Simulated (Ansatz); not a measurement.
Working through a geometry optimisation of CH₆GeS, SMILES [CH3][GeH2][SH]

With Ansatz 0.2.0 through its Python package.

Interactive session:
```pycon
>>> import itertools
>>> import ansatz as az
>>> from ase.data import atomic_numbers, covalent_radii
>>> import numpy as np
>>> import pandas as pd
>>> ch6ges = (
...     az.Crystal.molecule()
...     .atom("C", (-0.7366, 0.7862, -0.8148))
...     .atom("Ge", (0.2537, -0.5626, 0.0434))
...     .atom("S", (0.9052, 0.1655, 2.0163))
...     .atom("H", (-1.0516, 0.4814, -1.8225))
...     .atom("H", (-0.155, 1.7291, -0.9744))
...     .atom("H", (-1.6664, 1.0947, -0.2013))
...     .atom("H", (1.5162, -0.9029, -0.8265))
...     .atom("H", (-0.5818, -1.8069, 0.2208))
...     .atom("H", (1.6049, -1.0307, 2.3419))
... )
>>> setup = (
...     ch6ges.calculation()
...     .basis(gaussian="def2-SVP")
...     .functional("b3lyp", dispersion="d3bj")
... )
>>> symbols = [site.symbol for site in ch6ges.cartesian_sites]
>>> start = np.array([site.position_ang for site in ch6ges.cartesian_sites], dtype=float)
>>> def progress(event):
...     if event["event"] == "relax_step":
...         row = event["data"]
...         print(f"step {row['step']:3d}  E = {row['lagrangian_ev']:.6f} eV  largest force component {row['allowed_force_max_ev_ang']:.4f} eV/A")
...
>>> r = setup.relax(force_tolerance=0.02, max_steps=100).session().plan().execute(on_event=progress).report
step   1  E = -68479.823739 eV  largest force component 2.3609 eV/A
step   2  E = -68480.018832 eV  largest force component 0.8473 eV/A
step   3  E = -68480.037601 eV  largest force component 0.2043 eV/A
step   4  E = -68480.042157 eV  largest force component 0.1020 eV/A
step   5  E = -68480.043834 eV  largest force component 0.0102 eV/A
>>> end = np.array(r["positions_ang"])
>>> print(f"E = {r['free_energy_ev']:.6f} eV = {r['free_energy_ev'] / 27.211386246:.7f} Ha")
E = -68480.044078 eV = -2516.5952024 Ha
>>> print("converged:", r["converged"], " doubts:", r["published_state_doubts"] or "none")
converged: True  doubts: none
>>> # pairs closer than 1.2 times the sum of covalent radii, before or after
>>> radius = [covalent_radii[atomic_numbers[s]] for s in symbols]
>>> span = lambda where, i, j: np.linalg.norm(where[i] - where[j])
>>> bonded = [(i, j) for i, j in itertools.combinations(range(len(symbols)), 2) if min(span(start, i, j), span(end, i, j)) < 1.2 * (radius[i] + radius[j])]
>>> print("pair        before    after (A)")
pair        before    after (A)
>>> for i, j in bonded:
...     print(f"{symbols[i]}{i}-{symbols[j]}{j}".ljust(10), f"{span(start, i, j):8.4f} {span(end, i, j):8.4f}")
...
C0-Ge1       1.8805   1.9586
C0-H3        1.0989   1.1003
C0-H4        1.1193   1.0997
C0-H5        1.1559   1.0997
Ge1-S2       2.2016   2.2552
Ge1-H6       1.5705   1.5453
Ge1-H7       1.5092   1.5453
S2-H8        1.4235   1.3534
>>> charges = r["charge_distribution"]
>>> table = pd.DataFrame({"atom": symbols, "mulliken": charges["mulliken_charges_e"], "lowdin": charges["lowdin_charges_e"]})
>>> table.round(3)
  atom  mulliken  lowdin
0    C    -0.197  -0.058
1   Ge     0.366   0.019
2    S    -0.227   0.136
3    H     0.049   0.018
4    H     0.055   0.019
5    H     0.055   0.019
6    H    -0.084  -0.065
7    H    -0.084  -0.065
8    H     0.065  -0.023
>>> print("dipole (e A):", np.round(charges["dipole_moment_e_ang"], 4) + 0.0)
dipole (e A): [-0.0666 -0.1126 -0.2408]
```

Total energies depend on the basis set; only differences at equal settings carry meaning. The end point is the stationary point reached from this start; no frequency run checks that it is a minimum, and the basis set is modest. The Löwdin charges here are taken after orthogonalising the functions within each atom; they differ from plain Löwdin charges, and their signs can be unphysical. b3lyp holds the VWN-RPA fit, as in Gaussian; the form of ORCA and Turbomole is b3lyp5. Hardware and time: 26 s on 1 thread of Arm Neoverse V1, with other jobs on the host, peak memory 0.32 GiB.
